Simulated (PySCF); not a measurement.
# MgIn−: bond curves at several levels of theory

One job finds the state of MgIn−, follows it along the bond with each method and fits the curves.

Method: Mg aug-cc-pVDZ, In aug-cc-pVDZ-PP with ECP28, scalar-relativistic core potentials; program: PySCF 2.14.0.

3 further runs of the same task are left out: 3 set aside as unsound or not needed.

**1. The job**

Settings of the job:

```json
{"atoms": "Mg, In", "charge": "-1", "basis": "Mg aug-cc-pVDZ, In aug-cc-pVDZ-PP with ECP28", "Hamiltonian": "scalar-relativistic core potentials", "basis functions": "59", "electrons treated": "34", "masses in u": "23.9850, 114.9039", "levels": "PBE0, PBE, r²SCAN, BHandHLYP, PBEsol, B3LYP, HSE06, HF, MP2, SCS-MP2", "grid": "80 radial by 434 angular points", "occupations": "held fixed by the projection of orbital angular momentum", "dissociation limit": "Mg + In−, each in its ground configuration", "starting distance in angstrom": "2.845", "values of 2S to try": "0, 2"}
```

Run with:

```bash
$ OMP_NUM_THREADS=1 python dia.py task.json out
```

The runs that follow: First curve: PBE0; PBE (GGA); r²SCAN (meta-GGA); BHandHLYP (global hybrid GGA); PBEsol; B3LYP (global hybrid GGA); HSE06; ROHF (mean field).

What does the calculation give? Wanted: for each run, Re; ωe; De; μ.

**Answer**, as computed:

Lowest PBE0 solution found, without spin–orbit coupling: ³Σ⁻ (triplet), unpaired electrons π ↑↑.

| level | Re (Å) | ωe (cm⁻¹) | De (eV) | μ (D) |
| --- | --- | --- | --- | --- |
| ROHF | 3.215 | 96.0 | 0.253 | 1.97 |
| ROHF-MP2 | 2.873 | 183.4 | 0.76 | n/a |
| ROHF-SCS-MP2 | 2.911 | 168.6 | 0.64 | n/a |
| PBE | 2.876 | 181.0 | 0.93 | 3.30 |
| PBEsol | 2.836 | 191.0 | 1.06 | 3.19 |
| r²SCAN | 2.828 | 194.3 | 1.01 | 3.08 |
| B3LYP | 2.919 | 162.5 | 0.65 | 2.81 |
| PBE0 | 2.871 | 181.0 | 0.87 | 3.04 |
| HSE06 | 2.872 | 181.1 | 0.88 | 2.97 |
| BHandHLYP | 2.935 | 155.3 | 0.56 | 2.52 |

De is counted to Mg + In− in their ground configurations. A positive dipole points from Mg to In; in an ion it is taken about the centre of mass and does not tell which atom is negative.

**Reading.** Bond lengths run from 2.828 Å (r²SCAN) to 3.215 Å (ROHF). Among the levels with a De in the table, it runs from 0.253 eV (ROHF) to 1.06 eV (PBEsol).

Correlated steps freeze 5 core orbitals. Spin–orbit coupling is left out, which matters for elements this heavy, above all for dissociation energies. With some functionals the highest level of the anion is positive, from self-interaction error or because the anion is truly unbound there; the finite basis then holds the extra electron, and no neutral molecule was run to test the binding.
